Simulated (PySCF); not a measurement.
# H4O4Tl (Tl(OH)4-): the cost of one run

Computed with PySCF 2.14.0. Level: several levels, as the steps say, no spin–orbit coupling.

1 further run of the same task is left out (for a known fault of the program).

## 1. The system as given

9 atoms, charge -1, spin multiplicity 1.

Bond lengths: Tl1–O2 2.152 Å, Tl1–O4 2.152 Å, Tl1–O6 2.153 Å, Tl1–O8 2.153 Å, O2–H3 0.965 Å, O4–H5 0.965 Å, O6–H7 0.965 Å, O8–H9 0.965 Å. Angles: O2–Tl1–O4 119.3°, O2–Tl1–O6 104.6°, O2–Tl1–O8 105.0°, O4–Tl1–O6 105.0°, O4–Tl1–O8 104.6°, O6–Tl1–O8 119.0°, Tl1–O2–H3 101.6°, Tl1–O4–H5 101.6°, Tl1–O6–H7 101.8°, Tl1–O8–H9 101.8°.

Geometry (Å):

```xyz
9
H4O4Tl
Tl    0.00000    0.00000    0.00851
O     1.08791    1.50570    1.09513
H     2.00135    1.22899    0.94944
O    -1.08791   -1.50570    1.09513
H    -2.00135   -1.22899    0.94944
O     1.50856   -1.07937   -1.08378
H     1.22164   -1.99349   -0.96505
O    -1.50856    1.07937   -1.08378
H    -1.22164    1.99349   -0.96505
```

Formal oxidation states: Tl +3. An earlier session relaxed this geometry at PBE0, Tl def2-SVP with ECP60, O def2-SVP, H def2-SVP (singlet, point group S4).

At PBE0 on the finer grid: E = -475.265358 Eh, HOMO -2.35 eV, LUMO 3.31 eV, Mulliken charge on Tl1 +0.57 e, largest force component 0.010 eV/Å. 

Levels to run: CAM-B3LYP; BLYP; PBE0, TZVP. Hardware: 2 threads of Arm Neoverse V1, shared host.

## 2. CAM-B3LYP

Input file run.py (the lines that set the calculation):

```python
mol = gto.M(atom='''
Tl     0.00000     0.00000     0.00851
O      1.08791     1.50570     1.09513
H      2.00135     1.22899     0.94944
O     -1.08791    -1.50570     1.09513
H     -2.00135    -1.22899     0.94944
O      1.50856    -1.07937    -1.08378
H      1.22164    -1.99349    -0.96505
O     -1.50856     1.07937    -1.08378
H     -1.22164     1.99349    -0.96505''',
    basis={'Tl': 'def2-SVP', 'O': 'def2-SVP', 'H': 'def2-SVP'},
    ecp={'Tl': 'def2-SVP'},
    charge=-1, spin=0)
mf = dft.RKS(mol, xc='CAMB3LYP')
mf.grids.atom_grid = (75, 302)
mf = mf.density_fit()  # fitting sets: Tl def2-universal-JKFIT, O def2-universal-JKFIT, H def2-universal-JKFIT
mf.conv_tol = 1e-08; mf.max_cycle = 55
mf.kernel(dm0)  # dm0: the density of the relaxed state
```

The run is started by

```sh
> OMP_NUM_THREADS=2 python run.py
```

**Question.** How long does this run take on 2 threads of Arm Neoverse V1, shared host?

About 7 s.
